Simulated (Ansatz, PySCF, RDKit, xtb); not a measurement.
# C5H3FO2S: ranking a sample of isomers

A sample of isomers of C5H3FO2S is drawn. Aim: find which of them has the lowest free energy at 298.15 K, then its properties. The sample is small against all isomers, and the most stable one of this formula need not be in it.

Plan: many cheap relaxations first (GFN2-xTB), then density-functional screening, relaxation at PBE0-D3(BJ)/def2-SVP, vibrations (at GFN2-xTB) and a final energy. The numbers are computed, not measured.

### Step 1. Candidates

Isomers were taken from a list of plausible structures; this is a sample, not all of them. That gives 10 candidates.

```
label             SMILES     spin
 c074     O=c1cc(S)occ1F  singlet
 c088    C=Cc1sc(=O)oc1F  singlet
 c190     Oc1occc(=S)c1F  singlet
 c194     O=COc1csc(F)c1  singlet
 c301  O=CO/C(C=C=S)=C\F  singlet
 c442   O=C(O)C#CC(=S)CF  singlet
 c483     O=COc1cc(F)cs1  singlet
 c646   O=c1cc(O)sc(F)c1  singlet
 c681     O=c1cc(F)occ1S  singlet
 c717   O=C1OC(=S)C=C1CF  singlet
```

Candidates are built by distance geometry, with a force field where one applies, in up to four conformers (letters a to d).

### Step 2. First filter: tight binding

All 13 starts are relaxed the same way. One of them, c442a (taken from a list of plausible isomers, embedded by distance geometry and MMFF94), in full:

start.xyz reads:

```xyz
12
c442a
C     -1.887191    -1.260551     1.181877
C     -0.997066    -0.230898     0.905829
C     -0.261901     0.754439     0.712353
C      0.727460     1.784447     0.447755
C      2.132137     1.412536     0.084532
F      2.163744     0.345190    -0.826804
O     -1.807469    -1.984202     2.115998
O     -2.911423    -1.334077     0.282222
S      0.210851     3.329734     0.666697
H     -3.445226    -2.117649     0.585245
H      2.651756     2.274119    -0.432211
H      2.695144     1.088754     0.964591
```

Command:

```
$ xtb start.xyz --gfn 2 --opt
```

What it wrote, shortened:

```text
* xtb version 6.7.1
[...]
          :  # basis functions                  45          :
[...]
          :  # electrons                        48          :
[...]
          :  Hamiltonian                  GFN2-xTB          :
[...]
          :  net charge                          0          :
          :  unpaired electrons                  0          :
[...]
   *** convergence criteria satisfied after 12 iterations ***
[...]
   *** GEOMETRY OPTIMIZATION CONVERGED AFTER 26 ITERATIONS ***
[...]
   *** convergence criteria satisfied after 3 iterations ***
[...]
         ::                     SUMMARY                     ::
         :::::::::::::::::::::::::::::::::::::::::::::::::::::
         :: total energy             -28.254042915608 Eh    ::
         :: gradient norm              0.000237769622 Eh/a0 ::
         :: HOMO-LUMO gap              1.150718431985 eV    ::
         ::.................................................::
         :: SCC energy               -28.564814940562 Eh    ::
         :: -> isotropic ES            0.064182168639 Eh    ::
         :: -> anisotropic ES          0.002050680958 Eh    ::
         :: -> anisotropic XC          0.003471172163 Eh    ::
         :: -> dispersion             -0.008522575350 Eh    ::
         :: repulsion energy           0.310772024954 Eh    ::
         :: add. restraining           0.000000000000 Eh    ::
         :: total charge               0.000000000000 e     ::
         :::::::::::::::::::::::::::::::::::::::::::::::::::::
[...]
        24        2.0000           -0.3889669             -10.5843 (HOMO)
        25                         -0.3466788              -9.4336 (LUMO)
[...]
          | TOTAL ENERGY              -28.254042915608 Eh   |
          | GRADIENT NORM               0.000237769622 Eh/α |
          | HOMO-LUMO GAP               1.150718431985 eV   |
           -------------------------------------------------
[...]
```

It took 0.18 s on 4 threads of Arm Neoverse V1, shared host.

### Step 3. The minima found

13 of the 13 relaxations converged; 1 ended on a minimum already found. 12 distinct structures remain:

```
label  start       SMILES after     spin  energy (kcal/mol)
c681a  drawn     O=c1cc(F)occ1S  singlet                0.0
c483a  drawn     O=COc1cc(F)cs1  singlet                0.6
c717a  drawn   O=C1OC(=S)C=C1CF  singlet                1.2
c194a  drawn     O=COc1csc(F)c1  singlet                1.9
c088a  drawn    C=Cc1sc(=O)oc1F  singlet                2.6
c088b  drawn    C=Cc1sc(=O)oc1F  singlet                3.6
c190a  drawn     Oc1occc(=S)c1F  singlet                6.7
c074a  drawn     O=c1cc(S)occ1F  singlet                8.9
c646a  drawn   O=c1cc(O)sc(F)c1  singlet               12.9
c301a  drawn  O=CO/C(C=C=S)=C\F  singlet               39.1
c301b  drawn  O=CO/C(C=C=S)=C\F  singlet               39.8
c442a  drawn   O=C(O)C#CC(=S)CF  singlet               42.1
```

### Step 4. Second filter: single points

A choice of the minima (the low ones first, few conformers of a pattern, up to a cap) and the lowest that fell apart get a single point at r2SCAN-D4/def2-SVP on the tight-binding geometry, and one at HF/STO-3G for comparison. The lowest singlets are also tried as triplets at the same geometry (label ending in t). The first, c681a:

input.yaml reads:

```yaml
crystal:
  periodic: [false, false, false]
  atoms:
    - {symbol: C, position_ang: [0.964834, -0.403382, 1.824447]}
    - {symbol: C, position_ang: [0.499485, -1.447220, 0.939229]}
    - {symbol: C, position_ang: [-0.760428, -1.407853, 0.468778]}
    - {symbol: C, position_ang: [-1.299549, 0.526980, 1.555285]}
    - {symbol: C, position_ang: [-0.068963, 0.618714, 2.103019]}
    - {symbol: F, position_ang: [-1.246580, -2.336737, -0.348877]}
    - {symbol: O, position_ang: [2.079682, -0.331766, 2.312333]}
    - {symbol: O, position_ang: [-1.666375, -0.482687, 0.731949]}
    - {symbol: S, position_ang: [0.425941, 1.904056, 3.162624]}
    - {symbol: H, position_ang: [1.167189, -2.246065, 0.665416]}
    - {symbol: H, position_ang: [-2.094496, 1.236447, 1.717891]}
    - {symbol: H, position_ang: [1.647789, 1.350533, 3.271734]}
basis:
  gaussian:
    orbitals: def2-SVP
scf:
  lower_state_search: off
hamiltonian:
  xc: r2scan
  dispersion: d4
```

Command:

```
$ ansatz run input.yaml --threads 4 --pin off --max-ram 7830MiB --events-out events.jsonl --progress --plain --runs-dir runs
```

What it wrote, shortened:

```text
Warning: RAYON_NUM_THREADS=4 ignored (pool sized by the plan → 4); use --threads N
Functional definition: r2SCAN
  name "r2SCAN"
[...]
1603 factors; their error is unknown
[...]
mean field -22859.99996324 eV, -840.0895035844 hartree, gradient 9.3e-6 eV, S^2 0.000000; 0 other end points of the search recorded, 0 dependent functions left out
reference -22859.99997080 eV, -840.0895038625 hartree; 37, 37 occupied and 108, 108 virtual orbitals, 1603 factors
Total energy: -22860.09833083 eV, -840.0931185267 hartree
Checks for a lower state left out: stability, starts, cluster_reference, orbital_swaps, neighbouring_geometries, increment
```

It took 2.2 s on 4 threads of Arm Neoverse V1, shared host; peak memory 0.2 GiB.

Relative energies in kcal/mol, each column from its lowest structure that stays in one piece:

```
 label            SMILES     spin  GFN2-xTB  HF/STO-3G  r2SCAN-D4/def2-SVP
 c717a  O=C1OC(=S)C=C1CF  singlet       1.2        5.2                 0.0
 c681a    O=c1cc(F)occ1S  singlet       0.0        8.2                 1.7
 c483a    O=COc1cc(F)cs1  singlet       0.6        0.0                 6.0
 c194a    O=COc1csc(F)c1  singlet       1.9        1.1                 7.3
 c088a   C=Cc1sc(=O)oc1F  singlet       2.6        1.1                 7.5
 c646a  O=c1cc(O)sc(F)c1  singlet      12.9       10.8                 8.4
 c088b   C=Cc1sc(=O)oc1F  singlet       3.6        2.1                10.1
 c190a    Oc1occc(=S)c1F  singlet       6.7       25.5                13.5
 c074a    O=c1cc(S)occ1F  singlet       8.9       13.7                15.1
c717at  O=C1OC(=S)C=C1CF  triplet         –          –                41.5
c681at    O=c1cc(F)occ1S  triplet         –          –                76.2
c483at    O=COc1cc(F)cs1  triplet         –          –                86.3
```

### Step 5. Third filter: density-functional geometries

6 candidates are relaxed at PBE0-D3(BJ)/def2-SVP (chosen among the lowest in one piece). The first, c717a:

input.yaml reads:

```yaml
crystal:
  periodic: [false, false, false]
  atoms:
    - symbol: C
      position_ang: [-0.438845, 0.932854, 1.745794]
    - symbol: C
      position_ang: [-0.591288, -1.277468, 1.541300]
    - symbol: C
      position_ang: [-0.060313, -0.783871, 0.289419]
    - symbol: C
      position_ang: [0.040621, 0.553994, 0.389488]
    - symbol: C
      position_ang: [0.516535, 1.571816, -0.577132]
    - symbol: F
      position_ang: [0.909188, 0.996396, -1.752216]
    - symbol: O
      position_ang: [-0.519005, 2.011966, 2.249969]
    - symbol: O
      position_ang: [-0.801602, -0.227745, 2.378166]
    - symbol: S
      position_ang: [-0.915227, -2.805606, 1.972618]
    - symbol: H
      position_ang: [0.190880, -1.418306, -0.538144]
    - symbol: H
      position_ang: [-0.281986, 2.288428, -0.807722]
    - symbol: H
      position_ang: [1.377127, 2.118178, -0.169951]
basis:
  gaussian:
    orbitals: def2-SVP
hamiltonian:
  xc: {name: PBE0}
  dispersion: d3bj
scf:
  lower_state_search: off
relax:
  f_tol: 0.006
```

Command:

```
$ ansatz run input.yaml --threads 4 --pin off --max-ram 7830MiB --events-out events.jsonl --progress --plain --runs-dir runs
```

What it wrote, shortened:

```text
Warning: RAYON_NUM_THREADS=4 ignored (pool sized by the plan → 4); use --threads N
[...]
Functional definition: PBE0
  name "PBE0"
[...]
1594 factors; integrals over basis functions are off by at most 3.1e-4 eV
[...]
mean field -22850.20289526 eV, -839.7294679770 hartree, gradient 6.8e-6 eV, S^2 0.000000; 0 other end points of the search recorded, 0 dependent functions left out
[...]
Atom 8 at    -0.912247    -2.812431     1.963948 Å, force    -0.000100     0.000117     0.000275 eV/Å
Atom 9 at     0.198531    -1.408550    -0.554943 Å, force     0.000001    -0.000098    -0.000553 eV/Å
Atom 10 at    -0.279125     2.297609    -0.799225 Å, force    -0.000125     0.000450    -0.000050 eV/Å
Atom 11 at     1.372938     2.126430    -0.165847 Å, force     0.000369     0.000465     0.000118 eV/Å
Dipole moment:     0.196458     0.135776    -0.476539 e Å
Checks for a lower state left out: stability, starts, cluster_reference, orbital_swaps, neighbouring_geometries, increment
```

Run time: 17 s. Hardware: 4 threads of Arm Neoverse V1, shared host; peak memory 0.39 GiB.

Energy change by step (eV): 0.0000, -0.0216, -0.0254, -0.0255, -0.0257, -0.0257, -0.0257.

After the run. Bond lengths: C2–C3 1.464 Å, C1–C4 1.484 Å, C3–C4 1.344 Å, C4–C5 1.482 Å, C5–F6 1.362 Å, C1–O7 1.190 Å, C1–O8 1.381 Å, C2–O8 1.362 Å, C2–S9 1.615 Å, C3–H10 1.088 Å, C5–H11 1.105 Å, C5–H12 1.105 Å. Some angles: C2–C3–C4 108.0°, C3–C2–O8 108.2°, C3–C2–S9 128.6°, O8–C2–S9 123.2°, C1–C4–C3 107.3°, C1–C4–C5 122.6°, C3–C4–C5 130.1°, C4–C1–O7 129.9°, C4–C1–O8 107.1°, O7–C1–O8 123.0°.

### Step 6. The relaxed candidates

```
label     spin  r2SCAN-D4/def2-SVP (kcal/mol)  PBE0-D3(BJ)/def2-SVP, relaxed (kcal/mol)  time
c717a  singlet                            0.0                                       0.0  17 s
c681a  singlet                            1.7                                       1.3  18 s
c483a  singlet                            6.0                                       4.6  20 s
c194a  singlet                            7.3                                       5.9  41 s
c088a  singlet                            7.5                                       6.8  23 s
c646a  singlet                            8.4                                       8.3  18 s
```

c717a: Bond lengths: C2–C3 1.464 Å, C1–C4 1.484 Å, C3–C4 1.344 Å, C4–C5 1.482 Å, C5–F6 1.362 Å, C1–O7 1.190 Å, C1–O8 1.381 Å, C2–O8 1.362 Å, C2–S9 1.615 Å, C3–H10 1.088 Å, C5–H11 1.105 Å, C5–H12 1.105 Å. Some angles: C2–C3–C4 108.0°, C3–C2–O8 108.2°, C3–C2–S9 128.6°, O8–C2–S9 123.2°, C1–C4–C3 107.3°, C1–C4–C5 122.6°, C3–C4–C5 130.1°, C4–C1–O7 129.9°, C4–C1–O8 107.1°, O7–C1–O8 123.0°.

c681a: Bond lengths: C1–C2 1.448 Å, C2–C3 1.350 Å, C1–C5 1.491 Å, C4–C5 1.351 Å, C3–F6 1.304 Å, C1–O7 1.221 Å, C3–O8 1.316 Å, C4–O8 1.360 Å, C5–S9 1.742 Å, C2–H10 1.089 Å, C4–H11 1.089 Å, S9–H12 1.365 Å. Some angles: C1–C2–C3 119.7°, C2–C1–C5 113.8°, C2–C1–O7 124.5°, C5–C1–O7 121.7°, C2–C3–F6 124.0°, C2–C3–O8 125.1°, F6–C3–O8 110.9°, C1–C5–C4 119.9°, C1–C5–S9 116.1°, C4–C5–S9 124.0°.

c483a: Bond lengths: C2–C3 1.369 Å, C3–C4 1.423 Å, C4–C5 1.365 Å, C4–F6 1.324 Å, C1–O7 1.191 Å, C1–O8 1.349 Å, C2–O8 1.360 Å, C2–S9 1.730 Å, C5–S9 1.723 Å, C1–H10 1.107 Å, C3–H11 1.086 Å, C5–H12 1.087 Å. Some angles: C2–C3–C4 109.7°, C3–C2–O8 131.9°, C3–C2–S9 113.3°, O8–C2–S9 114.8°, C3–C4–C5 115.2°, C3–C4–F6 121.4°, C5–C4–F6 123.4°, C4–C5–S9 110.5°, O7–C1–O8 126.3°, C1–O8–C2 122.4°.

c194a: Bond lengths: C2–C3 1.369 Å, C2–C5 1.430 Å, C4–C5 1.362 Å, C4–F6 1.316 Å, C1–O7 1.193 Å, C1–O8 1.342 Å, C2–O8 1.371 Å, C3–S9 1.721 Å, C4–S9 1.727 Å, C1–H10 1.108 Å, C3–H11 1.087 Å, C5–H12 1.086 Å. Some angles: C2–C3–S9 111.4°, C3–C2–C5 114.3°, C3–C2–O8 118.3°, C5–C2–O8 127.5°, C2–C5–C4 109.5°, C5–C4–F6 126.6°, C5–C4–S9 114.2°, F6–C4–S9 119.1°, O7–C1–O8 127.1°, C1–O8–C2 123.9°.

### Step 7. Harmonic analysis of the finalists

The lowest few in one piece go on as finalists (c646a drops out). In this search the thermal terms come from GFN2-xTB at its own nearest minimum. The first, c717a:

start.xyz reads:

```xyz
12
c717a
C     -0.438257     0.940281     1.745181
C     -0.594967    -1.283383     1.550590
C     -0.058401    -0.771234     0.288645
C      0.040989     0.564719     0.391872
C      0.521156     1.564702    -0.590300
F      0.902372     0.957412    -1.748813
O     -0.522301     2.012328     2.255862
O     -0.804602    -0.227245     2.384620
S     -0.912247    -2.812431     1.963948
H      0.198531    -1.408550    -0.554943
H     -0.279125     2.297609    -0.799225
H      1.372938     2.126430    -0.165847
```

Command:

```
$ xtb start.xyz --gfn 2 --ohess tight
```

What it wrote, shortened:

```text
[...]
         ::                     SUMMARY                     ::
         :::::::::::::::::::::::::::::::::::::::::::::::::::::
         :: total energy             -28.319196610822 Eh    ::
         :: gradient norm              0.000575553537 Eh/a0 ::
         :: HOMO-LUMO gap              0.777156486806 eV    ::
         ::.................................................::
         :: SCC energy               -28.573570434225 Eh    ::
         :: -> isotropic ES            0.051748740661 Eh    ::
         :: -> anisotropic ES          0.001102584130 Eh    ::
         :: -> anisotropic XC         -0.000818839290 Eh    ::
         :: -> dispersion             -0.009837922716 Eh    ::
         :: repulsion energy           0.254373823403 Eh    ::
         :: add. restraining           0.000000000000 Eh    ::
         :: total charge               0.000000000000 e     ::
         :::::::::::::::::::::::::::::::::::::::::::::::::::::
[...]
          | TOTAL ENERGY              -28.319196610824 Eh   |
          | TOTAL ENTHALPY            -28.239444464115 Eh   |
          | TOTAL FREE ENERGY         -28.282626623918 Eh   |
          | GRADIENT NORM               0.000575871138 Eh/α |
[...]
```

It took 0.19 s on 4 threads of Arm Neoverse V1, shared host.

### Step 8. Thermal terms of the finalists

As xtb prints them, at 298.15 K, with its own treatment of low modes:

```
label            SMILES     spin  lowest mode (cm⁻¹)  zero-point (kcal/mol)  G − E (kcal/mol)
c717a  O=C1OC(=S)C=C1CF  singlet                  63                   44.4              22.9
c681a    O=c1cc(F)occ1S  singlet                  99                   42.9              22.4
c483a    O=COc1cc(F)cs1  singlet                  35                   43.9              23.0
c194a    O=COc1csc(F)c1  singlet                  27                   44.0              23.1
c088a   C=Cc1sc(=O)oc1F  singlet                  88                   43.9              22.8
```

### Step 9. The final energy

Each finalist gets a single point at CCSD(T)/def2-SVP + MP2/def2-TZVPP - MP2/def2-SVP.

c717a, CCSD(T)/def2-SVP:

input.yaml reads:

```yaml
crystal:
  periodic: [false, false, false]
  atoms:
    - symbol: C
      position_ang: [-0.438257, 0.940281, 1.745181]
    - symbol: C
      position_ang: [-0.594967, -1.283383, 1.550590]
    - symbol: C
      position_ang: [-0.058401, -0.771234, 0.288645]
    - symbol: C
      position_ang: [0.040989, 0.564719, 0.391872]
    - symbol: C
      position_ang: [0.521156, 1.564702, -0.590300]
    - symbol: F
      position_ang: [0.902372, 0.957412, -1.748813]
    - symbol: O
      position_ang: [-0.522301, 2.012328, 2.255862]
    - symbol: O
      position_ang: [-0.804602, -0.227245, 2.384620]
    - symbol: S
      position_ang: [-0.912247, -2.812431, 1.963948]
    - symbol: H
      position_ang: [0.198531, -1.408550, -0.554943]
    - symbol: H
      position_ang: [-0.279125, 2.297609, -0.799225]
    - symbol: H
      position_ang: [1.372938, 2.126430, -0.165847]
basis:
  gaussian: {orbitals: def2-SVP}
correlation: {method: ccsd_t, frozen_orbitals: {O: 1, H: 0, C: 1, S: 5, F: 1}}
```

Command:

```
$ ansatz run input.yaml --threads 4 --pin off --max-ram 7830MiB --events-out events.jsonl --progress --plain --runs-dir runs
```

What it wrote, shortened:

```text
Warning: RAYON_NUM_THREADS=4 ignored (pool sized by the plan → 4); use --threads N
Functional definition: HF
  name "HF"
[...]
1433 factors; integrals over basis functions are off by at most 1.3e-3 eV
[...]
mean field -22783.74329194 eV, -837.2871226031 hartree, gradient 1.6e-6 eV, S^2 0.000000; 0 other end points of the search recorded, 0 dependent functions left out; unrestricted orbitals would lower it
13 core orbitals not correlated: weight in the atoms' cores, before any rotation towards them, 1.000 or more for the frozen orbitals, at most 0.000 for the correlated occupied ones
reference -22783.74329194 eV, -837.2871226031 hartree; 24, 24 occupied and 108, 108 virtual orbitals, 1433 factors
second order -35.45386167 eV of doubles, -0.00000000 eV of singles
cycle   1  -35.26157569 eV  change    1.9e-1 eV  update   1.6e-1
[...]
cycle  12  -36.51577299 eV  change   -1.5e-5 eV  update   1.2e-5
perturbative correction -1.37407518 eV, -0.0504963315 hartree
Total energy: -22821.63314012 eV, -838.6795488407 hartree
```

Wall time 51 s (4 threads of Arm Neoverse V1, shared host); peak memory 1.3 GiB.

### Step 10. c717a at MP2/def2-TZVPP

input.yaml reads:

```yaml
crystal:
  periodic: [false, false, false]
  atoms:
    - {symbol: C, position_ang: [-0.438257, 0.940281, 1.745181]}
    - {symbol: C, position_ang: [-0.594967, -1.283383, 1.550590]}
    - {symbol: C, position_ang: [-0.058401, -0.771234, 0.288645]}
    - {symbol: C, position_ang: [0.040989, 0.564719, 0.391872]}
    - {symbol: C, position_ang: [0.521156, 1.564702, -0.590300]}
    - {symbol: F, position_ang: [0.902372, 0.957412, -1.748813]}
    - {symbol: O, position_ang: [-0.522301, 2.012328, 2.255862]}
    - {symbol: O, position_ang: [-0.804602, -0.227245, 2.384620]}
    - {symbol: S, position_ang: [-0.912247, -2.812431, 1.963948]}
    - {symbol: H, position_ang: [0.198531, -1.408550, -0.554943]}
    - {symbol: H, position_ang: [-0.279125, 2.297609, -0.799225]}
    - {symbol: H, position_ang: [1.372938, 2.126430, -0.165847]}
basis:
  gaussian:
    orbitals: def2-TZVPP
correlation:
  method: mp2
  frozen_orbitals: {O: 1, H: 0, C: 1, S: 5, F: 1}
```

Command:

```
$ ansatz run input.yaml --threads 4 --pin off --max-ram 7830MiB --events-out events.jsonl --progress --plain --runs-dir runs
```

What it wrote, shortened:

```text
Warning: RAYON_NUM_THREADS=4 ignored (pool sized by the plan → 4); use --threads N
[... 2 set-up lines as earlier in the session ...]
[...]
2089 factors; integrals over basis functions are off by at most 9.0e-4 eV
[...]
mean field -22801.76750018 eV, -837.9495000385 hartree, gradient 1.8e-6 eV, S^2 0.000000; 1 other end points of the search recorded, 0 dependent functions left out; unrestricted orbitals would lower it
13 core orbitals not correlated: weight in the atoms' cores, before any rotation towards them, 1.000 or more for the frozen orbitals, at most 0.000 for the correlated occupied ones
reference -22801.76750018 eV, -837.9495000385 hartree; 24, 24 occupied and 295, 295 virtual orbitals, 2089 factors
second order -44.64619111 eV of doubles, -0.00000000 eV of singles
Total energy: -22846.41369129 eV, -839.5902172993 hartree
```

Wall time 15 s (4 threads of Arm Neoverse V1, shared host); peak memory 1.2 GiB.

### Step 11. c681a at CCSD(T)/def2-SVP

input.yaml reads:

```yaml
crystal:
  periodic: [false, false, false]
  atoms:
    - {symbol: C, position_ang: [0.962746, -0.403669, 1.823103]}
    - {symbol: C, position_ang: [0.503263, -1.452843, 0.936609]}
    - {symbol: C, position_ang: [-0.758936, -1.420550, 0.459930]}
    - {symbol: C, position_ang: [-1.297098, 0.533222, 1.560496]}
    - {symbol: C, position_ang: [-0.068201, 0.633302, 2.112938]}
    - {symbol: F, position_ang: [-1.259304, -2.319521, -0.341678]}
    - {symbol: O, position_ang: [2.083160, -0.345909, 2.304316]}
    - {symbol: O, position_ang: [-1.647843, -0.489469, 0.734742]}
    - {symbol: S, position_ang: [0.421208, 1.925371, 3.174517]}
    - {symbol: H, position_ang: [1.174742, -2.263424, 0.657029]}
    - {symbol: H, position_ang: [-2.121789, 1.229839, 1.703086]}
    - {symbol: H, position_ang: [1.656580, 1.354670, 3.278739]}
basis:
  gaussian: {orbitals: def2-SVP}
correlation: {method: ccsd_t, frozen_orbitals: {O: 1, H: 0, C: 1, S: 5, F: 1}}
```

Command:

```
$ ansatz run input.yaml --threads 4 --pin off --max-ram 7830MiB --events-out events.jsonl --progress --plain --runs-dir runs
```

What it wrote, shortened:

```text
Warning: RAYON_NUM_THREADS=4 ignored (pool sized by the plan → 4); use --threads N
[... 2 set-up lines as earlier in the session ...]
[...]
1434 factors; integrals over basis functions are off by at most 1.2e-3 eV
[...]
mean field -22783.35243658 eV, -837.2727589335 hartree, gradient 1.2e-6 eV, S^2 0.000000; 0 other end points of the search recorded, 0 dependent functions left out
13 core orbitals not correlated: weight in the atoms' cores, before any rotation towards them, 1.000 or more for the frozen orbitals, at most 0.000 for the correlated occupied ones
reference -22783.35243658 eV, -837.2727589335 hartree; 24, 24 occupied and 108, 108 virtual orbitals, 1434 factors
second order -35.56429996 eV of doubles, -0.00000000 eV of singles
cycle   1  -35.34829429 eV  change    2.2e-1 eV  update   1.6e-1
[...]
cycle  11  -36.57519144 eV  change    4.0e-5 eV  update   1.2e-5
perturbative correction -1.38392246 eV, -0.0508582123 hartree
Total energy: -22821.31155048 eV, -838.6677306397 hartree
```

It took 47 s on 4 threads of Arm Neoverse V1, shared host; peak memory 1.3 GiB.

For c717a, c483a, c194a, c088a the log finds that unrestricted Hartree-Fock orbitals lie lower, a sign to watch the closed-shell reference there.

[end of part 1 of 2]
